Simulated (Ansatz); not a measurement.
**Sn3GeSe: from a guess to a relaxed structure**

The task: take a trial cell of Sn3GeSe to zero force and stress.

Computed with Ansatz 0.2.0 (DFT PBE, scalar-relativistic, plane waves, PAW, unless a step's input says otherwise).

## (1) The structure to begin with

Symmetry: Pm-3m, No. 221, cubic system. Conventional cell: a = 5.319 Å, b = 5.319 Å, c = 5.319 Å, α = 90.00°, β = 90.00°, γ = 90.00°. Sn (site symmetry 4/mmm) has 2 Ge at 2.66 Å and 8 Sn at 3.76 Å and 4 Se at 3.76 Å as nearest neighbours. Ge (site symmetry m-3m) is surrounded by 6 Sn at 2.66 Å. Se (site symmetry m-3m) has 12 Sn at 3.76 Å as nearest neighbours.

Coordinates:

```cif
data_structure
_symmetry_space_group_name_H-M 'Pm-3m'
_symmetry_Int_Tables_number 221
_cell_length_a 5.3192
_cell_length_b 5.3192
_cell_length_c 5.3192
_cell_angle_alpha 90.000
_cell_angle_beta 90.000
_cell_angle_gamma 90.000
_cell_volume 150.50
loop_
_atom_site_label
_atom_site_type_symbol
_atom_site_symmetry_multiplicity
_atom_site_Wyckoff_symbol
_atom_site_fract_x
_atom_site_fract_y
_atom_site_fract_z
_atom_site_occupancy
Sn1 Sn 3 d 0.50000 0.00000 0.00000 1
Ge1 Ge 1 a 0.00000 0.00000 0.00000 1
Se1 Se 1 b 0.50000 0.50000 0.50000 1
```

Recipe of the guess: random cell by space group and Wyckoff sites (Pm-3m, No. 221). Its size is a rough estimate.

## (2) Probe: one point on a coarse mesh

input.yaml

```yaml
crystal:
  lattice:
    - [5.31924374, 0.0, 0.0]
    - [0.0, 5.31924374, 0.0]
    - [0.0, 0.0, 5.31924374]
  atoms:
    - { symbol: Sn, position: [0.5, 0.0, 0.0] }
    - { symbol: Sn, position: [0.0, 0.5, 0.0] }
    - { symbol: Sn, position: [0.0, 0.0, 0.5] }
    - { symbol: Ge, position: [0.0, 0.0, 0.0] }
    - { symbol: Se, position: [0.5, 0.5, 0.5] }
basis:
  ecutwfc: 420
kpoints:
  mp_grid: { grid: [4, 4, 4] }
hamiltonian:
  xc: pbe
scf:
  occupations: { method: gaussian, width: 0.1 }
  lower_state_search: "off"
output:
  forces: true
  stress: true
  eigenvalues: true
```

Run with:

```console
$ ansatz run input.yaml --threads 1 --pin off --max-ram 2560MiB --backend cpu --events-out ev --progress --plain --runs-dir out
```

Further runs follow: a loose first relaxation; final relaxation.

What does the calculation give? Wanted: conventional cell; volume; energy over the elements, grey Sn; gap on the mesh.

**Answer**, as computed:

| quantity | value |
| --- | --- |
| symmetry at the end (tolerance 0.05 Å) | space group Pm-3m (No. 221) |
| conventional cell | a = 5.407 Å, b = 5.407 Å, c = 5.407 Å, α = 90.00°, β = 90.00°, γ = 90.00° |
| volume | 31.62 Å³/atom |
| energy over the elements, grey Sn | +0.48 eV/atom |
| gap on the mesh | none (metal) |

**Reading.** The space group Pm-3m (No. 221) is kept, and the volume per atom grows by 5.0 % from the first guess. With a positive formation energy it can't be a ground state. No finished test with a distortion of lower symmetry is shown, so the end may be a saddle point.
